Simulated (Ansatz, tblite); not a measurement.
# The cluster TiH2O3: one state, many levels

Aim: run the singlet of the cluster TiH2O3 at one geometry on many levels, and compare frontier levels, spin and run time.

The runs use Ansatz 0.2.0, Gaussian basis; as each input shows.

Levels to be run: GFN1-xTB, GFN2-xTB, PBE-D4/def2-TZVP, r2SCAN-D4/def2-TZVP, LDA/def2-TZVP, ωB97M-V/def2-TZVP, PBE-QIDH/def2-TZVP, BHLYP-D4/def2-TZVP, r2SCANh-D4/def2-TZVP, HF/def2-TZVP, B2PLYP/def2-TZVP, PBE-D4/def2-SVP, PBE0-D4/def2-SVP, HF/6-31G, B3LYP-D4/6-31G, PBE0-D4/def2-TZVPD, PBE-D4/def2-TZVPD, r2SCAN-D4/def2-TZVPD, CCSD(T)/def2-TZVPP, MP2/def2-TZVP, RPA/def2-TZVP.

### Step 1. The structure

The geometry is that of the singlet, from an earlier relaxation (PBE0-D4/def2-SVP). At that level it is the lowest of the isomers that a small search found.

6 atoms, charge 0, spin multiplicity 1.

Bond lengths: Ti1–O2 1.776 Å, Ti1–O3 1.776 Å, Ti1–O4 1.772 Å, Ti1–H6 1.707 Å, O2–O3 1.437 Å, O4–H5 0.961 Å. Angles: O2–Ti1–O3 47.8°, O2–Ti1–O4 122.4°, O2–Ti1–H6 116.9°, O3–Ti1–O4 122.3°, O3–Ti1–H6 116.9°, O4–Ti1–H6 114.5°, Ti1–O2–O3 66.1°, Ti1–O3–O2 66.1°, Ti1–O4–H5 142.0°.

No spin-orbit coupling is included.

PBE0-D4/def2-TZVP was run before; its log isn't repeated, and its numbers join the tables.

### Step 2. GFN1-xTB

Tight binding, by tblite at 300 K electronic temperature and without a spin-polarisation term:

```python
tblite.interface.Calculator('GFN1-xTB', numbers, positions, charge=0, uhf=0).singlepoint()
```

Energy -447.4228 eV, HOMO -12.47 eV, LUMO -10.33 eV; 0.003 s.

### Step 3. GFN2-xTB

Tight binding, by tblite at 300 K electronic temperature and without a spin-polarisation term:

```python
tblite.interface.Calculator('GFN2-xTB', numbers, positions, charge=0, uhf=0).singlepoint()
```

Energy -403.8348 eV, HOMO -11.22 eV, LUMO -9.04 eV; 0.002 s.

### Step 4. PBE-D4/def2-TZVP

start.molden holds the orbitals of an earlier run on this state, given as this run's starting guess.

The input, in.yaml:

```yaml
crystal:
  periodic: [false, false, false]
  atoms:
    - {symbol: Ti, position_ang: [0.326929, 0.220786, 0.037067]}
    - {symbol: O, position_ang: [-0.231393, 0.866439, -1.519814]}
    - {symbol: O, position_ang: [-0.808469, 1.521371, -0.377727]}
    - {symbol: O, position_ang: [-0.214075, -1.345640, 0.664042]}
    - {symbol: H, position_ang: [-0.957784, -1.954138, 0.642581]}
    - {symbol: H, position_ang: [1.884803, 0.691182, 0.553861]}
basis:
  gaussian: {orbitals: def2-TZVP, initial_orbitals: start.molden}
hamiltonian: {xc: pbe, dispersion: d4}
scf: {omitted_lower_state_checks: [starts]}
output: {orbitals: {seedname: orbitals}}
```

Started as:

```
$ ansatz run in.yaml --threads 4 --pin off --events-out ev --progress --plain --max-ram 3916MiB
```

After this run come: r2SCAN-D4/def2-TZVP; LDA/def2-TZVP; ωB97M-V/def2-TZVP; PBE-QIDH/def2-TZVP; BHLYP-D4/def2-TZVP; r2SCANh-D4/def2-TZVP; HF/def2-TZVP; B2PLYP/def2-TZVP; PBE-D4/def2-SVP; PBE0-D4/def2-SVP; HF/6-31G; B3LYP-D4/6-31G; PBE0-D4/def2-TZVPD; PBE-D4/def2-TZVPD; r2SCAN-D4/def2-TZVPD; CCSD(T)/def2-TZVPP; MP2/def2-TZVP; RPA/def2-TZVP.

Q: Predict the results of all the runs planned. Wanted: gap in def2-TZVP, named functionals and Hartree-Fock, smallest and largest; correlation energy, CCSD(T)/def2-TZVPP; correlation energy, MP2/def2-TZVP; binding an atom, CCSD(T)/def2-TZVPP; PBE0 total energy, smallest basis above largest.

As calculated:

```
                                                                  quantity                            value
gap in def2-TZVP, named functionals and Hartree-Fock, smallest and largest     2.60 eV (LDA), 12.98 eV (HF)
                                    correlation energy, CCSD(T)/def2-TZVPP                        -33.10 eV
                                         correlation energy, MP2/def2-TZVP                        -30.32 eV
                                       binding an atom, CCSD(T)/def2-TZVPP                         3.591 eV
                           PBE0 total energy, smallest basis above largest  10.79 eV (def2-SVP, def2-TZVPD)
```

**Reading.** Over the named functionals and Hartree-Fock in def2-TZVP the gap runs from 2.60 eV (LDA) to 12.98 eV (HF); exact exchange widens it. A small miss in a minimal or small basis is a cancelling of errors, not accuracy. The functionals in def2-TZVP miss CCSD(T)/def2-TZVPP by -0.396 (BHLYP-D4) to +0.054 eV (PBE0-D4) an atom. CCSD(T)/def2-TZVPP isn't at the basis-set limit; small misses against it rank nothing.
